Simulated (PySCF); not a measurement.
# Br2Si in PySCF: notebook, part 2 of 2

PySCF 2.14.0. The steps go on from the part before.

### 4 Atomic charges, LDA

File run.py:

```python
import json
import numpy as np
from pyscf.pbc import gto, scf, dft, df

cell = gto.Cell()
cell.basis = 'pob-tzvp-rev2'
cell.fromfile('SiBr2.xyz')
cell.exp_to_discard = 0
cell.precision = 1e-08
cell.max_memory = 2520  # MB
cell.verbose = 4
cell.build()

res = {}
kpts = cell.make_kpts([1, 1, 1])
mf = dft.KRKS(cell, kpts, xc='LDA_X,LDA_C_PW')
mf = mf.density_fit()
mf.with_df._cderi = 'cderi.h5'  # three-centre integrals saved by an earlier run on this cell, basis and mesh
mf.conv_tol = 1e-07
mf.max_cycle = 60

mf.kernel()
res.update(converged=bool(mf.converged), e_tot=mf.e_tot, nelec=cell.nelectron, nao=cell.nao, mesh=list(map(int, cell.mesh)), a=cell.lattice_vectors().tolist(), coords=cell.atom_coords().tolist(),
           mo_energy=[np.real(x).tolist() for x in mf.mo_energy], mo_occ=[np.real(x).tolist() for x in mf.mo_occ])
res.update(kpts=cell.get_scaled_kpts(kpts).tolist())
res['parts'] = {k: float(np.real(v)) for k, v in mf.scf_summary.items() if np.isscalar(v)}
json.dump(res, open('results.json', 'w'))
if not mf.converged:
    raise SystemExit('SCF not converged')

print('levels (eV)')
for i, kp in enumerate(res['kpts'][:40]):
    print('k %7.4f %7.4f %7.4f  ' % tuple(kp), ' '.join('%.3f' % (x * 27.211386) for x in res['mo_energy'][i][:47]))

# Mulliken populations
dm, s = np.asarray(mf.make_rdm1()), np.asarray(mf.get_ovlp())
sites = cell.aoslice_by_atom()[:, 2:]
tot = np.einsum('kij,kji->i', dm, s).real / len(kpts)
res['mulliken'] = [cell.atom_charge(i) - tot[a0:a1].sum() for i, (a0, a1) in enumerate(sites)]
print('Mulliken charges', np.round(res['mulliken'], 5))
res['meta_lowdin'] = mf.mulliken_meta()[1].tolist()
res['done'] = True
json.dump(res, open('results.json', 'w'))
```

File SiBr2.xyz:

```xyz
3
Lattice="11.0000000000 0.0000000000 0.0000000000 0.0000000000 13.0000000000 0.0000000000 0.0000000000 0.0000000000 11.0000000000" Properties=species:S:1:pos:R:3 pbc="T T T"
Br     6.3855500500      8.0883500100      6.0576499500
Si     4.6404499900      7.1319500200      5.0103499600
Br     5.1944500300      4.9536500000      5.0789500300
```

Command:

```console
> OMP_NUM_THREADS=2 python -u run.py > log
```

Wall time 14 s (2 threads of Intel Xeon at 2.70GHz, shared host); peak memory 1.9 GiB.

Results (log left out):

```yaml
Free_energy: -147744.9411 eV
Gap_between_the_frontier_levels: 2.63 eV
Meta-löwdin_charges: Br -0.16; Si +0.32 e
```

Levels at points of the mesh, in eV from the valence-band top:
```tsv
k point	band 40	band 41	band 42	band 43	band 44	band 45
(0.00, 0.00, 0.00)	-1.19	-0.70	0.00	2.63	5.32	5.50
```

Caveat: this is a molecule in a periodic box at the Γ point, so its band gap is the HOMO-LUMO gap; population charges move with the basis; relativity is left out, which matters for the heavier elements; the basis of atomic orbitals isn't converged, which shifts pressures, moduli and gaps. A hybrid or GW would open this gap; LDA tends to underestimate it.

### 5 Atomic charges, M06+D3

run.py: that of step 4 with these lines changed.

```diff
@@ -14,4 +14,9 @@
 res = {}
+from pyscf.dispersion import dftd3
+d = dftd3.DFTD3Dispersion(cell, xc='m06', version='d3zero', atm=False).get_dispersion(grad=True)
+print('dispersion energy = %.10f' % d['energy'])
+res['e_disp'] = float(d['energy'])
+
 kpts = cell.make_kpts([1, 1, 1])
-mf = dft.KRKS(cell, kpts, xc='LDA_X,LDA_C_PW')
+mf = dft.KRKS(cell, kpts, xc='m06', exxdiv='ewald')
 mf = mf.density_fit()
```

SiBr2.xyz is that of step 4.

Potentials or basis: pob-tzvp-rev2 (all-electron).

Command:

```console
> OMP_NUM_THREADS=2 python -u run.py > log
```

Output:

```text
Discarded 0 diffused primitive functions, 0 contracted functions
dispersion energy = -0.0000838315

******** <class 'pyscf.pbc.dft.krks.KRKS'> ********
method = KRKS
initial guess = minao
damping factor = 0
level_shift factor = 0
DIIS = <class 'pyscf.scf.diis.CDIIS'>
diis_start_cycle = 1
diis_space = 8
diis_damp = 0
SCF conv_tol = 1e-07
SCF conv_tol_grad = None
SCF max_cycles = 60
direct_scf = True
direct_scf_tol = 1e-13

******** PBC SCF flags ********
N kpts = 1
Exchange divergence treatment (exxdiv) = ewald
    madelung (= occupied orbital energy shift) = 0.12785599907141462
    Total energy shift due to Ewald probe charge = -1/2 * Nelec*madelung = -5.369951961
DF object = <pyscf.pbc.df.df.GDF object>
XC functionals = m06
small_rho_cutoff = 0
radial grids:
    Treutler-Ahlrichs [JCP 102, 346 (1995); DOI:10.1063/1.469408] (M4) radial grids

becke partition: Becke, JCP 88, 2547 (1988); DOI:10.1063/1.454033
pruning grids: <function nwchem_prune>
grids dens level: 3
symmetrized grids: False
atomic radii adjust function: <function treutler_atomic_radii_adjust>
Set gradient conv threshold to 0.000316228

******** <class 'pyscf.pbc.df.rsdf_builder._RSNucBuilder'> ********
mesh = [41 49 41] (82369 PWs)
ke_cutoff = 18.27286425732629
omega = 0.5369717389902312
exclude_d_aux = False
exclude_dd_block = True
j2c_eig_always = False
has_long_range = True
tot grids = 60010
cell vol = 10615.1302  sum(weights) = 10594.3802
nelec by numeric integration = 84.00000029374536
init E= -5437.44902211313
  HOMO = -0.216303696205  LUMO = -0.0743857400196  gap/eV = 3.86178
nelec by numeric integration = 84.0000002697768
cycle= 1 E= -5437.57382716255  delta_E= -0.125  |g|= 0.599  |ddm|= 2.42
  HOMO = -0.26918480016  LUMO = -0.127374425747  gap/eV = 3.85886
nelec by numeric integration = 84.00000023611202
cycle= 2 E= -5437.55119791771  delta_E= 0.0226  |g|= 0.524  |ddm|= 0.968
  HOMO = -0.244214933896  LUMO = -0.0681615082313  gap/eV = 4.79066
nelec by numeric integration = 84.00000024914604
cycle= 3 E= -5437.60784581526  delta_E= -0.0566  |g|= 0.165  |ddm|= 0.647
  HOMO = -0.252242661338  LUMO = -0.0815857758452  gap/eV = 4.64381
nelec by numeric integration = 84.00000024984382
cycle= 4 E= -5437.61470512811  delta_E= -0.00686  |g|= 0.00955  |ddm|= 0.168
  HOMO = -0.253126769598  LUMO = -0.0814989277063  gap/eV = 4.67023
nelec by numeric integration = 84.00000025046543
cycle= 5 E= -5437.61471448627  delta_E= -9.36e-06  |g|= 0.0025  |ddm|= 0.0135
  HOMO = -0.252872168616  LUMO = -0.0812012031396  gap/eV = 4.67140
nelec by numeric integration = 84.00000025040634
cycle= 6 E= -5437.61471565298  delta_E= -1.17e-06  |g|= 0.000454  |ddm|= 0.00326
  HOMO = -0.252868521882  LUMO = -0.0812162860147  gap/eV = 4.67090
nelec by numeric integration = 84.00000025043718
cycle= 7 E= -5437.61471570969  delta_E= -5.67e-08  |g|= 0.000133  |ddm|= 0.000543
  HOMO = -0.252881571429  LUMO = -0.0812363705882  gap/eV = 4.67070
nelec by numeric integration = 84.00000025040625
Extra cycle  E= -5437.6147157074  delta_E= 2.29e-09  |g|= 0.000179  |ddm|= 0.000472
converged SCF energy = -5437.6147157074
levels (eV)
k  0.0000  0.0000  0.0000   -13149.090 -13149.082 -1804.408 -1709.409 -1709.402 -1538.322 -1538.315 -1538.287 -1538.280 -1538.264 -1538.257 -240.361 -240.354 -179.889 -179.882 -179.736 -179.729 -179.661 -179.654 -147.707 -101.968 -101.898 -101.796 -72.611 -72.604 -72.575 -72.567 -72.516 -72.509 -72.394 -72.389 -72.387 -72.382 -21.564 -20.938 -13.244 -10.047 -9.007 -8.858 -8.094 -7.676 -6.881 -2.211 0.598 0.785 6.701 7.183
Mulliken charges [-0.16446  0.32799 -0.16354]
 ** Mulliken pop on meta-lowdin orthogonal AOs **
 ** Mulliken pop  **
pop of  0 Br 1s           1.99997
pop of  0 Br 2s           1.99939
pop of  0 Br 3s           1.99853
pop of  0 Br 4s           1.91560
pop of  0 Br 5s           0.00090
pop of  0 Br 6s           0.00238
pop of  0 Br 2px          1.99995
pop of  0 Br 2py          1.99995
pop of  0 Br 2pz          1.99995
pop of  0 Br 3px          1.99977
pop of  0 Br 3py          1.99981
pop of  0 Br 3pz          1.99979
pop of  0 Br 4px          1.65465
pop of  0 Br 4py          1.85061
pop of  0 Br 4pz          1.75964
pop of  0 Br 5px          0.00161
pop of  0 Br 5py          0.00098
pop of  0 Br 5pz          0.00065
pop of  0 Br 6px          0.00039
pop of  0 Br 6py          0.00039
pop of  0 Br 6pz          0.00034
pop of  0 Br 3dxy         1.99989
[... 64 lines left out ...]
pop of  2 Br 3dz^2        1.99990
pop of  2 Br 3dxz         1.99990
pop of  2 Br 3dx2-y2      1.99988
pop of  2 Br 4dxy         0.00401
pop of  2 Br 4dyz         0.00350
pop of  2 Br 4dz^2        0.00228
pop of  2 Br 4dxz         0.00034
pop of  2 Br 4dx2-y2      0.00641
pop of  2 Br 5dxy         0.00031
pop of  2 Br 5dyz         0.00025
pop of  2 Br 5dz^2        0.00012
pop of  2 Br 5dxz         0.00007
pop of  2 Br 5dx2-y2      0.00031
pop of  2 Br 6dxy         0.00009
pop of  2 Br 6dyz         0.00008
pop of  2 Br 6dz^2        0.00008
pop of  2 Br 6dxz         0.00007
pop of  2 Br 6dx2-y2      0.00012
 ** Mulliken atomic charges  **
charge of    0Br =     -0.20265
charge of    1Si =      0.40444
charge of    2Br =     -0.20179
```

It took 25 s on 2 threads of Intel Xeon at 2.70GHz, shared host; peak memory 1.9 GiB.

What came out:

- Free energy: -147965.0366 eV
- Gap between the frontier levels: 4.67 eV
- Meta-löwdin charges: Br -0.20; Si +0.40 e
- Dispersion energy per atom: -0.001 eV

Levels at points of the mesh, in eV from the valence-band top:
```csv
k point,band 39,band 40,band 41,band 42,band 43,band 44,band 45,band 46
"(0.00, 0.00, 0.00)",-1.98,-1.21,-0.79,0.00,4.67,7.48,7.67,13.58
```

Caveat: this is a molecule in a periodic box at the Γ point, so its band gap is the HOMO-LUMO gap; the energy listed adds the dispersion energy to the SCF energy of the log; population charges move with the basis; relativity is left out, which matters for the heavier elements; the basis of atomic orbitals isn't converged, which shifts pressures, moduli and gaps.

### 6 Atomic charges, rSCAN

run.py: that of step 5 with these lines changed.

```diff
@@ -14,9 +14,4 @@
 res = {}
-from pyscf.dispersion import dftd3
-d = dftd3.DFTD3Dispersion(cell, xc='m06', version='d3zero', atm=False).get_dispersion(grad=True)
-print('dispersion energy = %.10f' % d['energy'])
-res['e_disp'] = float(d['energy'])
-
 kpts = cell.make_kpts([1, 1, 1])
-mf = dft.KRKS(cell, kpts, xc='m06', exxdiv='ewald')
+mf = dft.KRKS(cell, kpts, xc='MGGA_X_RSCAN,MGGA_C_RSCAN')
 mf = mf.density_fit()
```

SiBr2.xyz is that of step 5.

Potentials or basis: pob-tzvp-rev2 (all-electron).

Command:

```console
> OMP_NUM_THREADS=2 python -u run.py > log
```

Output:

```text
Discarded 0 diffused primitive functions, 0 contracted functions

******** <class 'pyscf.pbc.dft.krks.KRKS'> ********
method = KRKS
initial guess = minao
damping factor = 0
level_shift factor = 0
DIIS = <class 'pyscf.scf.diis.CDIIS'>
diis_start_cycle = 1
diis_space = 8
diis_damp = 0
SCF conv_tol = 1e-07
SCF conv_tol_grad = None
SCF max_cycles = 60
direct_scf = True
direct_scf_tol = 1e-13

******** PBC SCF flags ********
N kpts = 1
Exchange divergence treatment (exxdiv) = ewald
    madelung (= occupied orbital energy shift) = 0.12785599907141462
    Total energy shift due to Ewald probe charge = -1/2 * Nelec*madelung = -5.369951961
DF object = <pyscf.pbc.df.df.GDF object>
XC functionals = MGGA_X_RSCAN,MGGA_C_RSCAN
small_rho_cutoff = 0
radial grids:
    Treutler-Ahlrichs [JCP 102, 346 (1995); DOI:10.1063/1.469408] (M4) radial grids

becke partition: Becke, JCP 88, 2547 (1988); DOI:10.1063/1.454033
pruning grids: <function nwchem_prune>
grids dens level: 3
symmetrized grids: False
atomic radii adjust function: <function treutler_atomic_radii_adjust>
Set gradient conv threshold to 0.000316228

******** <class 'pyscf.pbc.df.rsdf_builder._RSNucBuilder'> ********
mesh = [41 49 41] (82369 PWs)
ke_cutoff = 18.27286425732629
omega = 0.5369717389902312
exclude_d_aux = False
exclude_dd_block = True
j2c_eig_always = False
has_long_range = True
tot grids = 60010
cell vol = 10615.1302  sum(weights) = 10594.3802
nelec by numeric integration = 84.00000029374536
init E= -5438.3840858354
  HOMO = -0.211183375694  LUMO = -0.091056580303  gap/eV = 3.26882
nelec by numeric integration = 84.00000028965212
cycle= 1 E= -5438.51448668758  delta_E= -0.13  |g|= 0.616  |ddm|= 2.44
  HOMO = -0.235287713556  LUMO = -0.145478168223  gap/eV = 2.44384
nelec by numeric integration = 84.00000024247056
cycle= 2 E= -5438.46927626407  delta_E= 0.0452  |g|= 0.57  |ddm|= 0.901
  HOMO = -0.206236882694  LUMO = -0.093892696222  gap/eV = 3.05704
nelec by numeric integration = 84.00000024774387
cycle= 3 E= -5438.52535010775  delta_E= -0.0561  |g|= 0.272  |ddm|= 0.852
  HOMO = -0.21818217107  LUMO = -0.112020124801  gap/eV = 2.88882
nelec by numeric integration = 84.0000002503711
cycle= 4 E= -5438.54797897657  delta_E= -0.0226  |g|= 0.0134  |ddm|= 0.314
  HOMO = -0.220035384756  LUMO = -0.113653315577  gap/eV = 2.89480
nelec by numeric integration = 84.0000002516843
cycle= 5 E= -5438.54798931634  delta_E= -1.03e-05  |g|= 0.00395  |ddm|= 0.0155
  HOMO = -0.219638471256  LUMO = -0.113276376274  gap/eV = 2.89426
nelec by numeric integration = 84.00000025147844
cycle= 6 E= -5438.54799449593  delta_E= -5.18e-06  |g|= 0.000704  |ddm|= 0.00418
  HOMO = -0.219597262581  LUMO = -0.113230478425  gap/eV = 2.89439
nelec by numeric integration = 84.00000025144914
cycle= 7 E= -5438.54799462885  delta_E= -1.33e-07  |g|= 0.000257  |ddm|= 0.00137
  HOMO = -0.219594596655  LUMO = -0.113224850491  gap/eV = 2.89447
nelec by numeric integration = 84.00000025140982
cycle= 8 E= -5438.54799464283  delta_E= -1.4e-08  |g|= 9.94e-05  |ddm|= 0.000456
  HOMO = -0.219597770879  LUMO = -0.113227724574  gap/eV = 2.89448
nelec by numeric integration = 84.00000025145395
Extra cycle  E= -5438.5479946376  delta_E= 5.23e-09  |g|= 0.000176  |ddm|= 0.00038
converged SCF energy = -5438.5479946376
levels (eV)
k  0.0000  0.0000  0.0000   -13122.943 -13122.942 -1792.209 -1695.941 -1695.940 -1526.813 -1526.813 -1526.784 -1526.784 -1526.760 -1526.759 -234.564 -234.563 -174.808 -174.807 -174.671 -174.669 -174.589 -174.587 -143.159 -98.086 -98.015 -97.929 -68.699 -68.698 -68.669 -68.667 -68.610 -68.608 -68.504 -68.503 -68.498 -68.497 -20.100 -19.454 -12.178 -9.269 -8.126 -8.084 -7.300 -6.799 -5.976 -3.081 -0.106 -0.016 5.912 6.393
Mulliken charges [-0.12895  0.25677 -0.12782]
 ** Mulliken pop on meta-lowdin orthogonal AOs **
 ** Mulliken pop  **
pop of  0 Br 1s           1.99997
pop of  0 Br 2s           1.99932
pop of  0 Br 3s           1.99835
pop of  0 Br 4s           1.91434
pop of  0 Br 5s           0.00102
pop of  0 Br 6s           0.00231
pop of  0 Br 2px          1.99995
pop of  0 Br 2py          1.99995
pop of  0 Br 2pz          1.99995
pop of  0 Br 3px          1.99975
pop of  0 Br 3py          1.99978
pop of  0 Br 3pz          1.99976
pop of  0 Br 4px          1.64782
pop of  0 Br 4py          1.84730
pop of  0 Br 4pz          1.74338
pop of  0 Br 5px          0.00167
pop of  0 Br 5py          0.00096
pop of  0 Br 5pz          0.00066
pop of  0 Br 6px          0.00035
pop of  0 Br 6py          0.00031
pop of  0 Br 6pz          0.00027
pop of  0 Br 3dxy         1.99979
pop of  0 Br 3dyz         1.99980
pop of  0 Br 3dz^2        1.99980
pop of  0 Br 3dxz         1.99979
pop of  0 Br 3dx2-y2      1.99979
pop of  0 Br 4dxy         0.00422
pop of  0 Br 4dyz         0.00204
pop of  0 Br 4dz^2        0.00235
pop of  0 Br 4dxz         0.00440
pop of  0 Br 4dx2-y2      0.00364
pop of  0 Br 5dxy         0.00032
pop of  0 Br 5dyz         0.00018
pop of  0 Br 5dz^2        0.00022
pop of  0 Br 5dxz         0.00030
pop of  0 Br 5dx2-y2      0.00032
pop of  0 Br 6dxy         0.00013
pop of  0 Br 6dyz         0.00011
pop of  0 Br 6dz^2        0.00010
pop of  0 Br 6dxz         0.00013
pop of  0 Br 6dx2-y2      0.00012
pop of  1 Si 1s           1.99998
pop of  1 Si 2s           1.99974
pop of  1 Si 3s           1.80545
pop of  1 Si 4s           0.00139
pop of  1 Si 5s           0.00075
pop of  1 Si 2px          1.99990
pop of  1 Si 2py          1.99990
pop of  1 Si 2pz          1.99988
pop of  1 Si 3px          0.71384
pop of  1 Si 3py          0.61939
pop of  1 Si 3pz          0.45652
pop of  1 Si 4px          0.00189
pop of  1 Si 4py          0.00447
pop of  1 Si 4pz          0.00083
pop of  1 Si 5px          0.00105
pop of  1 Si 5py          0.00234
pop of  1 Si 5pz          0.00048
pop of  1 Si 3dxy         0.01089
pop of  1 Si 3dyz         0.00797
pop of  1 Si 3dz^2        0.00664
pop of  1 Si 3dxz         0.00724
pop of  1 Si 3dx2-y2      0.01114
pop of  2 Br 1s           1.99997
pop of  2 Br 2s           1.99932
pop of  2 Br 3s           1.99835
pop of  2 Br 4s           1.91436
pop of  2 Br 5s           0.00102
pop of  2 Br 6s           0.00231
pop of  2 Br 2px          1.99995
pop of  2 Br 2py          1.99995
pop of  2 Br 2pz          1.99995
pop of  2 Br 3px          1.99979
pop of  2 Br 3py          1.99972
pop of  2 Br 3pz          1.99978
pop of  2 Br 4px          1.88194
pop of  2 Br 4py          1.51904
pop of  2 Br 4pz          1.83645
pop of  2 Br 5px          0.00059
pop of  2 Br 5py          0.00248
pop of  2 Br 5pz          0.00022
pop of  2 Br 6px          0.00029
pop of  2 Br 6py          0.00040
pop of  2 Br 6pz          0.00025
pop of  2 Br 3dxy         1.99978
pop of  2 Br 3dyz         1.99978
pop of  2 Br 3dz^2        1.99980
pop of  2 Br 3dxz         1.99981
pop of  2 Br 3dx2-y2      1.99978
pop of  2 Br 4dxy         0.00445
pop of  2 Br 4dyz         0.00375
pop of  2 Br 4dz^2        0.00217
pop of  2 Br 4dxz         0.00039
pop of  2 Br 4dx2-y2      0.00592
pop of  2 Br 5dxy         0.00038
pop of  2 Br 5dyz         0.00033
pop of  2 Br 5dz^2        0.00016
pop of  2 Br 5dxz         0.00008
pop of  2 Br 5dx2-y2      0.00038
pop of  2 Br 6dxy         0.00012
pop of  2 Br 6dyz         0.00011
pop of  2 Br 6dz^2        0.00011
pop of  2 Br 6dxz         0.00010
pop of  2 Br 6dx2-y2      0.00014
 ** Mulliken atomic charges  **
charge of    0Br =     -0.17467
charge of    1Si =      0.34834
charge of    2Br =     -0.17367
```

It took 24 s on 2 threads of Intel Xeon at 2.70GHz, shared host; peak memory 1.9 GiB.

What came out:

* Free energy: -147990.4301 eV
* Gap between the frontier levels: 2.89 eV
* Meta-löwdin charges: Br -0.17; Si +0.35 e

Levels at points of the mesh, in eV from the valence-band top:
| k point | band 38 | band 39 | band 40 | band 41 | band 42 | band 43 | band 44 | band 45 | band 46 | band 47 |
| --- | --- | --- | --- | --- | --- | --- | --- | --- | --- | --- |
| (0.00, 0.00, 0.00) | -2.15 | -2.11 | -1.32 | -0.82 | 0.00 | 2.89 | 5.87 | 5.96 | 11.89 | 12.37 |

Caveat: this is a molecule in a periodic box at the Γ point, so its band gap is the HOMO-LUMO gap; population charges move with the basis; relativity is left out, which matters for the heavier elements; the basis of atomic orbitals isn't converged, which shifts pressures, moduli and gaps.

### 7 The runs side by side

```csv
level,three-centre integrals,three-body dispersion term,exxdiv,gap on the mesh (eV)
PBE,-,-,-,2.67
WC,read from an earlier run's file,-,-,2.65
LDA,read from an earlier run's file,-,-,2.63
M06+D3,read from an earlier run's file,no,ewald,4.67
rSCAN,read from an earlier run's file,-,-,2.89
```

Alike in all rows: task atomic charges; potentials or basis pob-tzvp-rev2 (all-electron); no spin polarisation; cell as given; k mesh 1 × 1 × 1; smearing fixed.

Caveats: this is a molecule in a periodic box at the Γ point, so its band gap is the HOMO-LUMO gap; relativity is left out, which matters for the heavier elements; the basis of atomic orbitals isn't converged, which shifts pressures, moduli and gaps.

Absolute energies hang on the potentials; compare differences alone.
